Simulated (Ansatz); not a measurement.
**Ge₂N₃H₉: up Jacob's ladder to CCSD(T)**

One table from this session's results is given with a row withheld; the runs are named, their logs left out.

Method: functionals in def2-TZVPP, the program's frozen cores in correlated methods; program: Ansatz 0.2.0, Gaussian basis.

Plan: PBE-D4, r2SCAN-D4, PBE0-D4, B3LYP-D4, ωB97X-V, ωB97M-V, B2PLYP; CCSD(T)/def2-TZVPP; MP2/def2-QZVPP; extrapolation to the limit.

### The geometry

All runs share one geometry, relaxed beforehand with PBE0-D4 in a triple-zeta def2 set.

SMILES `[NH2][GeH2][NH][GeH2][NH2]`, 14 atoms, charge 0, spin multiplicity 1.

Atoms are counted from 1 here; the program's logs count them from 0.

Bond lengths: N1–Ge2 1.842 Å, N1–H6 1.011 Å, N1–H7 1.011 Å, Ge2–N3 1.820 Å, Ge2–H8 1.546 Å, Ge2–H9 1.544 Å, N3–Ge4 1.843 Å, N3–H10 1.007 Å, Ge4–N5 1.836 Å, Ge4–H11 1.537 Å, Ge4–H12 1.538 Å, N5–H13 1.013 Å, N5–H14 1.011 Å. Angles: Ge2–N1–H6 114.5°, Ge2–N1–H7 114.4°, H6–N1–H7 108.7°, N1–Ge2–N3 103.6°, N1–Ge2–H8 116.0°, N1–Ge2–H9 104.6°, N3–Ge2–H8 107.7°, N3–Ge2–H9 114.7°, H8–Ge2–H9 110.4°, Ge2–N3–Ge4 123.6°, Ge2–N3–H10 117.8°, Ge4–N3–H10 117.3°, N3–Ge4–N5 114.5°, N3–Ge4–H11 109.0°, N3–Ge4–H12 106.3°, N5–Ge4–H11 105.9°, N5–Ge4–H12 108.0°, H11–Ge4–H12 113.3° and more.

Set-up of the first run:

in.yaml

```yaml
crystal:
  periodic: [false, false, false]
  atoms:
    - {symbol: N, position_ang: [1.625476, -0.865092, -0.444260]}
    - {symbol: Ge, position_ang: [1.534404, 0.741450, 0.453228]}
    - {symbol: N, position_ang: [-0.231286, 0.901979, 0.862619]}
    - {symbol: Ge, position_ang: [-1.592535, 0.498112, -0.312757]}
    - {symbol: N, position_ang: [-1.902538, -1.297801, -0.531744]}
    - {symbol: H, position_ang: [2.418353, -0.954642, -1.064395]}
    - {symbol: H, position_ang: [1.587052, -1.679486, 0.153489]}
    - {symbol: H, position_ang: [2.333848, 0.825102, 1.773986]}
    - {symbol: H, position_ang: [2.058071, 1.782707, -0.559647]}
    - {symbol: H, position_ang: [-0.475502, 1.414661, 1.694650]}
    - {symbol: H, position_ang: [-1.227137, 1.034905, -1.706342]}
    - {symbol: H, position_ang: [-2.867761, 1.132308, 0.267555]}
    - {symbol: H, position_ang: [-1.085291, -1.763998, -0.906327]}
    - {symbol: H, position_ang: [-2.175164, -1.770214, 0.319954]}
basis:
  gaussian: {orbitals: def2-TZVPP}
hamiltonian: {xc: pbe, dispersion: d4}
output: {forces: true, orbitals: {seedname: orbitals}}
```

The run is started by

```console
ansatz run in.yaml --threads 2 --pin off --events-out ev --progress --plain --max-ram 32768MiB --backend cuda --devices 0, --max-vram 18GiB
```

Steps of the session up to this table: PBE-D4 (GGA); r2SCAN-D4 (meta-GGA); PBE0-D4 (hybrid); B3LYP-D4 (hybrid); ωB97X-V (range-separated); ωB97M-V (range-separated); B2PLYP (double hybrid); CCSD(T) in def2-TZVPP; MP2 in def2-QZVPP.

One of the session's tables, all rows but one given; the rest of the session is left out.

```
            method  atomisation energy (kcal/mol)
            PBE-D4                         1048.0
         r2SCAN-D4                         1031.2
           PBE0-D4                         1028.6
          B3LYP-D4                         1039.2
           ωB97X-V                         1048.6
           ωB97M-V                         1038.4
            B2PLYP                              ?
     HF/def2-TZVPP                          691.4
    MP2/def2-TZVPP                         1017.8
   CCSD/def2-TZVPP                          998.3
CCSD(T)/def2-TZVPP                         1014.8
           MP2/CBS                         1047.4
       CCSD(T)/CBS                         1044.4
```

Estimate the missing values for B2PLYP.

The run gave: atomisation energy (kcal/mol): 1026.1. In the column «atomisation energy (kcal/mol)» it lies between MP2/def2-TZVPP (1017.8) and PBE0-D4 (1028.6).

To keep in mind: Free atoms (3 N, 2 Ge, 9 H) were run apart at each level; the atomisation energy is their sum less the molecule, without zero-point or spin-orbit terms.
